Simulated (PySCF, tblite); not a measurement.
# Ge3PH8 radical: geometry, infrared bands and EPR parameters

Wanted: the infrared bands and EPR parameters of Ge3PH8 radical (`[PH2][GeH][GeH2][GeH3]`), by calculation.

Computed with tblite 0.8.0 and PySCF 2.14.0, with density-fitted response routines of our own, on a single molecule in the gas phase. Atoms count from 0, in the outputs and in this text.

### 1 The molecule as given

12 atoms, charge 0, multiplicity 2; geometry from: force field or distance geometry start.

Bonds of the start (Å): P0–Ge1 2.29, Ge1–Ge2 2.38, Ge2–Ge3 2.41, P0–H4 1.44, P0–H5 1.46, Ge1–H6 1.54, Ge2–H7 1.54, Ge2–H8 1.55, Ge3–H9 1.53, Ge3–H10 1.55, Ge3–H11 1.55.

### 2 Optimising the geometry with GFN2-xTB

Job settings and geometry (Å):

```
{"job": {"kind": "relax", "xc": "GFN2-xTB", "basis": "xTB"}, "charge": 0, "multiplicity": 2}
P      2.376200     0.720700     1.043300
Ge     1.631600    -1.011800    -0.252400
Ge    -0.676400    -1.386300     0.201300
Ge    -1.868700     0.678100    -0.142500
H      3.578300     0.912200     0.273500
H      1.599100     1.712200     0.300500
H      1.816000    -0.647500    -1.741900
H     -1.229300    -2.459400    -0.762400
H     -0.859900    -1.851100     1.666700
H     -1.690400     1.133400    -1.597200
H     -3.376700     0.453400     0.162100
H     -1.298500     1.745400     0.822900
```

The run is started by

```bash
$ OMP_NUM_THREADS=1 python probes_run.py task.json out
```

This one command runs all jobs of the session in turn.

**Question.** This job is followed by: GFN2-xTB harmonic vibrations, gas phase; UKS B3LYP, def2-TZVP-core on Ge, pcH-1 on H P, non-relativistic, mean-field spin-orbit, GIAO. Predict these results of the whole session: strongest single infrared mode (GFN2-xTB); zero-point energy (GFN2-xTB); g(iso) (B3LYP); ⟨S²⟩; largest a(iso) (averaged by class); potential on the surface of density 0.002 e/bohr³, 1st and 99th percentile.

As calculated:

```
                                                                  quantity                    value
                                 strongest single infrared mode (GFN2-xTB)     764 cm⁻¹, 758 km/mol
                                              zero-point energy (GFN2-xTB)            36.2 kcal/mol
                                                            g(iso) (B3LYP)                  2.02432
                                                                      ⟨S²⟩       0.754 (exact 0.75)
                                        largest a(iso) (averaged by class)  73Ge on Ge1, -201.5 MHz
potential on the surface of density 0.002 e/bohr³, 1st and 99th percentile       -0.35 V and 0.96 V
```

Over 139 steps the energy fell by 0.575 eV; of the close pairs, Ge1–Ge2 changed most, 2.382 to 2.484 Å. No mode is imaginary among the 30: a minimum at this level. The strongest single mode, at 764 cm⁻¹, has its largest shares on H11, H9 and H10 (the list is cut at 3 atoms). GFN2-xTB is a fitted tight-binding method: band positions and strengths are rough. Its intensities can rank the bands wrongly. The largest share of the spin, 0.63 e, sits on Ge1. The isotropic g lies 22.0 ppt above the free-electron value. The hyperfine terms hold no scalar relativity, which the heavier nuclei need. These values are for one conformer; the search (at its own cheap level) found 2 more, at 0.06, 0.16 kcal/mol, and measured spectra average over such forms.
